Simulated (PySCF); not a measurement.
# One shape, several levels: Ge2H2ClOF (SMILES [F][GeH]1[O][GeH]1[Cl])

We compute a comparison of 3 runs (HF/STO-3G, HF/3-21G, B3LYP/6-31G*) of Ge2H2ClOF. Input form: a Python script.

The calculation is run with PySCF 2.14.0.

## (1) The system as given

Ge2H2ClOF has 7 atoms, charge 0, and is taken as a singlet. SMILES: `[F][GeH]1[O][GeH]1[Cl]`. The Ge4–H7 distance was set to 3.370 Å, away from the relaxed value. At this shape a bond of the SMILES string is far longer than usual.

Bond lengths: F1–Ge2 1.730 Å, Ge2–O3 1.813 Å, Ge2–Ge4 2.314 Å, O3–Ge4 1.824 Å, Ge4–Cl5 2.135 Å, Ge2–H6 1.532 Å. Angles: F1–Ge2–O3 111.0°, F1–Ge2–Ge4 118.5°, O3–Ge2–Ge4 50.7°, Ge2–O3–Ge4 79.0°, Ge2–Ge4–O3 50.3°, Ge2–Ge4–Cl5 120.4°, O3–Ge4–Cl5 112.6°, F1–Ge2–H6 105.9°, O3–Ge2–H6 116.2°, Ge4–Ge2–H6 135.5°.

## (2) A single-point energy at HF/STO-3G (run 1)

File run.py:

```python
from pyscf import gto, scf

mol = gto.M(
    atom='''
F     -4.131648    -0.332901     0.830200
Ge    -2.431648    -0.206801     1.122300
O     -1.517948    -1.474801     0.203600
Ge    -1.014048     0.032499    -0.691500
Cl    -1.802348     0.111199    -2.673900
H     -2.265148    -0.222401     2.644700
H      2.318300     0.498900    -0.876300
''',
    basis='sto-3g',
    max_memory=1860,
    spin=0,
    verbose=4,
    charge=0,
)

hf = scf.RHF(mol)
hf.conv_tol = 1e-10
hf.kernel()
if not hf.converged:
    hf = hf.newton().run(hf.mo_coeff, hf.mo_occ)

e_tot = hf.e_tot
print(f'total energy: {e_tot:.8f} hartree')
```

Run with:

```
$ OMP_NUM_THREADS=1 python run.py
```

Standard output:

```text
PySCF version 2.14.0

[... 71 lines left out ...]
converged SCF energy = -4730.88197114501
total energy: -4730.88197115 hartree
```

Run time: 1.1 s. Hardware: 1 thread of Arm Neoverse V2, shared host; peak memory 0.11 GiB.

## (3) The energy at HF/3-21G (run 2)

File mol.xyz:

```xyz
7

F     -4.131648    -0.332901     0.830200
Ge    -2.431648    -0.206801     1.122300
O     -1.517948    -1.474801     0.203600
Ge    -1.014048     0.032499    -0.691500
Cl    -1.802348     0.111199    -2.673900
H     -2.265148    -0.222401     2.644700
H      2.318300     0.498900    -0.876300
```

File job.py:

```python
from pyscf import gto

system = gto.M(
    atom='mol.xyz',
    max_memory=1860,
    charge=0,
    verbose=3,
    basis='3-21g',
)

calc0 = system.RHF()
calc0.conv_tol = 1e-10
calc0.kernel()
if not calc0.converged:
    calc0 = calc0.newton().run(calc0.mo_coeff, calc0.mo_occ)

energy = calc0.e_tot
print('E(%s) = %.9f' % ('HF', energy))
```

Run with:

```
$ OMP_NUM_THREADS=1 python job.py
```

Standard output:

```text
converged SCF energy = -4762.37823445464
E(HF) = -4762.378234455
```

Wall time 1.4 s (1 thread of Arm Neoverse V2, shared host); peak memory 0.15 GiB.

## (4) A single-point energy at B3LYP/6-31G(d) (spherical functions) (run 3)

File input.py:

```python
from pyscf import gto, dft

mol = gto.Mole()
mol.atom = [
    ('F', (-4.131648, -0.332901, 0.830200)),
    ('Ge', (-2.431648, -0.206801, 1.122300)),
    ('O', (-1.517948, -1.474801, 0.203600)),
    ('Ge', (-1.014048, 0.032499, -0.691500)),
    ('Cl', (-1.802348, 0.111199, -2.673900)),
    ('H', (-2.265148, -0.222401, 2.644700)),
    ('H', (2.318300, 0.498900, -0.876300)),
]
mol.basis = '6-31g*'
mol.spin = 0
mol.verbose = 3
mol.max_memory = 1860
mol.build()

calc0 = dft.RKS(mol)
calc0.xc = 'b3lyp'
calc0.conv_tol = 1e-10
calc0.grids.level = 5
calc0.kernel()
if not calc0.converged:
    calc0 = calc0.newton().run(calc0.mo_coeff, calc0.mo_occ)

e_final = calc0.e_tot
print('E = %.10f Eh' % e_final)
```

Run with:

```
$ OMP_NUM_THREADS=1 python input.py
```

Standard output:

```text
converged SCF energy = -4789.90460283633
E = -4789.9046028363 Eh
```

It took 74 s on 1 thread of Arm Neoverse V2, shared host; peak memory 0.65 GiB.

## (5) All runs side by side

| run | level | integration grid | energy (Eh) | dipole moment (D) | HOMO energy (eV) | LUMO energy (eV) | wall time |
| --- | --- | --- | --- | --- | --- | --- | --- |
| 1 | HF/STO-3G | – | -4730.881971 | 3.81 | -4.88 | 0.41 | 1.1 s |
| 2 | HF/3-21G | – | -4762.378234 | 4.56 | -8.31 | -2.53 | 1.4 s |
| 3 | B3LYP/6-31G* (spherical functions) | 5 | -4789.904603 | 2.92 | -6.64 | -4.97 | 74 s |

## (6) Results

| quantity | value |
| --- | --- |
| run 3: total energy | -4789.90460 Eh |
| run 3: dipole moment | 2.92 D |
| run 3: HOMO energy | -6.64 eV |
| run 3: LUMO energy | -4.97 eV |
| run 3: HOMO–LUMO gap | 1.67 eV |

What this shows: The dipole moment (its size) runs from 2.92 D (B3LYP/6-31G*) to 4.56 D (HF/3-21G). The two ends differ in method and basis. The HOMO–LUMO gap runs from 1.67 eV (B3LYP/6-31G*) to 5.79 eV (HF/3-21G). In run 1 the basis is minimal, so the values are rough. In runs 1, 2, 3 a closed-shell determinant meets a far-stretched bond, which it describes badly. All runs together took 77 s, the longest 74 s.
